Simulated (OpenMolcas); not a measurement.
# Ag⁴⁺: CASSCF terms and fine-structure levels

Wanted: the level scheme of Ag⁴⁺ from active-space wave functions.

Method: state-averaged CASSCF, spin-orbit coupling by RASSI with atomic mean-field integrals. Code: OpenMolcas 26.06.

### 1 Starting point

| Item | Value |
| --- | --- |
| Species | Ag⁴⁺ (silver, Z = 47, 43 electrons) |
| Basis | ANO-RCC-MB [5s4p2d], 27 functions |
| Scalar Hamiltonian | DKH4, point nucleus |
| Inactive shells | 1s 2s 2p 3s 3p 3d 4s 4p |
| Active space | 7 electrons in 5 orbitals (4d) |
| Some configurations of this space | 4d7 |
| Orbitals | optimised for the ground-state spin in each parity, averaged over all roots |

Outer shells as boxes (Hund's rule):

4d7
```
4d [↑↓][↑↓][↑ ][↑ ][↑ ]
```

Each step is its own input file, run in one work folder so that later steps find the files of earlier ones. Labels, J, g values, rates, χT and fits are worked out afterwards by a script from the matrices that RASSI stores.

### 2 GATEWAY and SEWARD: basis and integrals

File a.inp:

```
&GATEWAY
Coord
1

Ag 0.0 0.0 0.0
Basis=ANO-RCC-MB
Group=XYZ
NoMove
AngMom=0.0 0.0 0.0
AMFI
&SEWARD
Relativistic=R04O02
```

Command:

```bash
$ OMP_NUM_THREADS=1 MOLCAS_MEM=2252 MOLCAS_PROJECT=a pymolcas a.inp > a.log
```

### 3 Reference wave functions, quartets of even parity, 10 roots

File a.inp:

```
&RASSCF
FileOrb=start.orb
Symmetry=1
Spin=4
nActEl=7 0 0
Inactive=9 9
Ras2=5 0
CIRoot=10 10 1
SDav=10
CIMx=300
Iter=120 100
PrWF=0.3
OrbListing=Nothing
MaxOrb=0
Atom
>>> COPY $Project.JobIph JOB001
```

start.orb holds the contracted functions of the basis, ordered by shell, or the orbitals of the step before.

### 4 CASSCF: doublets of even parity, 40 roots

File a.inp:

```
&RASSCF
FileOrb=start.orb
Symmetry=1
Spin=2
nActEl=7 0 0
Inactive=9 9
Ras2=5 0
CIRoot=40 40 1
SDav=40
CIMx=300
Iter=120 100
PrWF=0.3
OrbListing=Nothing
MaxOrb=0
Atom
CIOnly
>>> COPY $Project.JobIph JOB002
```

### 5 RASSI: spin-orbit coupling between the states

File a.inp:

```
&RASSI
NrOfJobIphs=2 10 28
1 2 3 4 5 6 7 8 9 10
1 2 3 4 5 6 7 8 9 10 11 12 13 14 15 16 17 18 19 20 21 22 23 24 25 26 27
28
IphNames
JOB001
JOB002
EJob
SpinOrbit
DIPRint=1.0
SOCoupling=1000.0
Subsets=2
MEES
Property=10
'ANGMOM' 1 'ANGMOM' 2 'ANGMOM' 3 'MLTPL  1' 1 'MLTPL  1' 2 'MLTPL  1' 3
'AMFI' 1 'AMFI' 2 'AMFI' 3 'MLTPL  2' 6
SOProperty=3
'ANGMOM' 1 'ANGMOM' 2 'ANGMOM' 3
```

(Steps that only read results are left out.)

Q: Predict the outcome of this session. Wanted: lowest level; first excited level; lowest level of another term; spin-orbit lowering of the lowest level; strongest of the lines computed, by gA.

As calculated:

| quantity | value |
| --- | --- |
| method | CASSCF |
| lowest level | 4d7 4F 9/2, 98 % of that term, g = 1.329 |
| ground level listed by NIST | 4F9/2 |
| first excited level | 4d7 4F 7/2 at 2710 cm-1 |
| lowest level of another term | 4d7 4P 3/2 at 15558 cm-1 |
| spin-orbit lowering of the lowest level | 2810 cm-1 |
| strongest of the lines computed, by gA (one parity, so forbidden lines), at CASSCF energies | 4d7 2D 5/2 → 4d7 4F 7/2, 479.6 nm, A = 6.98e+00 s⁻¹ |

**Reading.** The multiplet 4F is inverted; its intervals divided by the larger J differ by 38 % of their mean, where Landé's rule for pure LS coupling makes them equal. The computed levels miss the measured ones by 1100 cm⁻¹ on average. Only the configurations of the active space and the roots asked for are present. The doublets rest on orbitals optimised for another spin in at least one step, which raises them against the optimised states. Not all states of the active space went into the spin-orbit step. The basis is small and contracted for the neutral atom, so it is rough for this charge. Levels of other configurations are missing from the list.
